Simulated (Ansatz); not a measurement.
# C2H7GeIn: a ladder of functionals and wavefunction methods

An exercise on one series of results from a longer session: the logs are not shown, and one member is left open.

Method: functionals in def2-TZVPP, the program's frozen cores in correlated methods; program: Ansatz 0.2.0, Gaussian basis.

Plan: LDA (SPW92), PBE-D4, revPBE-D4, BLYP-D4, r2SCAN-D4, B97M-V, PBE0-D4, B3LYP-D4, r2SCANh-D4, r2SCAN0-D4, HSE06-D4, BHLYP-D4, CAM-B3LYP-D4, LC-ωPBE, ωB97X-V, ωB97M-V, B2PLYP, PBE-QIDH; CCSD(T)/def2-SVP; CCSD(T)/def2-TZVPP; MP2/def2-QZVPP; extrapolation to the limit; RPA on PBE.

### Structure used throughout

The geometry comes from an earlier relaxation with PBE0-D4 in a triple-zeta def2 set; it is a stationary point, not always the lowest conformer. In takes the def2 core potential; no spin-orbit term is included.

11 atoms, charge 0, spin multiplicity 1.

Atoms are counted from 1 here; the program's logs count them from 0.

Bond lengths: C1–C2 1.336 Å, C1–H5 1.092 Å, C1–H6 1.090 Å, C2–Ge3 1.941 Å, C2–In4 2.149 Å, Ge3–H7 1.541 Å, Ge3–H8 1.541 Å, Ge3–H9 1.543 Å, In4–H10 1.728 Å, In4–H11 1.723 Å. Angles: C2–C1–H5 122.7°, C2–C1–H6 122.6°, H5–C1–H6 114.7°, C1–C2–Ge3 119.5°, C1–C2–In4 117.4°, Ge3–C2–In4 123.1°, C2–Ge3–H7 110.2°, C2–Ge3–H8 110.2°, C2–Ge3–H9 110.2°, H7–Ge3–H8 107.5°, H7–Ge3–H9 109.3°, H8–Ge3–H9 109.3°, C2–In4–H10 115.0°, C2–In4–H11 121.6°, H10–In4–H11 123.4°.

As a file:

```xyz
11
charge 0, multiplicity 1
C    -0.7315    1.4431   -0.0329
C    -0.1455    0.2428   -0.0717
Ge    0.7361   -0.4414    1.5163
In   -0.2341   -0.8422   -1.9244
H    -0.7387    2.0676    0.8629
H    -1.2407    1.8768   -0.8940
H     2.2247   -0.7117    1.2245
H     0.0976   -1.7761    1.9468
H     0.6191    0.5754    2.6704
H    -1.0707   -0.0353   -3.2029
H     0.4837   -2.3991   -2.0951
```

Set-up of the first run:

Contents of in.yaml:

```yaml
crystal:
  periodic: [false, false, false]
  atoms:
    - {symbol: C, position_ang: [-0.731452, 1.443081, -0.032862]}
    - {symbol: C, position_ang: [-0.145489, 0.242835, -0.071662]}
    - {symbol: Ge, position_ang: [0.736069, -0.441418, 1.516343]}
    - {symbol: In, position_ang: [-0.234118, -0.842227, -1.924375]}
    - {symbol: H, position_ang: [-0.738705, 2.067626, 0.862927]}
    - {symbol: H, position_ang: [-1.240680, 1.876774, -0.893989]}
    - {symbol: H, position_ang: [2.224688, -0.711699, 1.224518]}
    - {symbol: H, position_ang: [0.097579, -1.776056, 1.946760]}
    - {symbol: H, position_ang: [0.619133, 0.575440, 2.670366]}
    - {symbol: H, position_ang: [-1.070721, -0.035276, -3.202927]}
    - {symbol: H, position_ang: [0.483696, -2.399091, -2.095088]}
basis:
  gaussian: {orbitals: def2-TZVPP}
hamiltonian: {xc: lda}
output: {orbitals: {seedname: orbitals}}
```

Run with:

```sh
$ ansatz run in.yaml --threads 4 --pin off --events-out ev --progress --plain --max-ram 10444MiB
```

Among the steps run: LDA; PBE-D4 (GGA); revPBE-D4 (GGA); BLYP-D4 (GGA); r2SCAN-D4 (meta-GGA); B97M-V (meta-GGA); B3LYP-D4 (hybrid); r2SCANh-D4 (hybrid); r2SCAN0-D4 (hybrid); HSE06-D4 (hybrid); BHLYP-D4 (hybrid); CAM-B3LYP-D4 (range-separated); LC-ωPBE (range-separated); ωB97X-V (range-separated); ωB97M-V (range-separated); B2PLYP (double hybrid); PBE-QIDH (double hybrid).

One of the session's tables, all rows but one given; the rest of the session is left out.

It belongs to the step «Frontier levels by functional». 

```
  functional  HOMO (eV)  LUMO (eV)  gap (eV)
 LDA (SPW92)      -6.26      -2.92      3.34
      PBE-D4      -6.13      -2.66      3.47
   revPBE-D4      -6.08      -2.54      3.54
     BLYP-D4      -6.02      -2.60      3.41
   r2SCAN-D4      -6.33      -2.43      3.90
      B97M-V      -6.42      -2.65      3.77
     PBE0-D4      -7.21      -1.88      5.33
    B3LYP-D4      -7.04      -2.15      4.89
  r2SCANh-D4      -6.73      -2.15      4.58
  r2SCAN0-D4          ?          ?         ?
    HSE06-D4      -6.82      -2.24      4.58
    BHLYP-D4      -8.23      -1.18      7.05
CAM-B3LYP-D4      -8.48      -1.04      7.44
     LC-ωPBE      -9.75       0.07      9.82
     ωB97X-V      -9.43      -0.07      9.36
     ωB97M-V      -9.30      -0.33      8.97
```

Estimate the missing values for r2SCAN0-D4.

Worked estimate for «HOMO (eV)». Against the share of exact exchange, r2SCAN-D4 (0, -6.33), r2SCANh-D4 (0.1, -6.73) give a slope of -4.00 per unit share; at 0.25 the line stands at -7.33.

As computed: HOMO (eV): -7.35; LUMO (eV): -1.75; gap (eV): 5.61. In «HOMO (eV)» the line misses by +0.02.
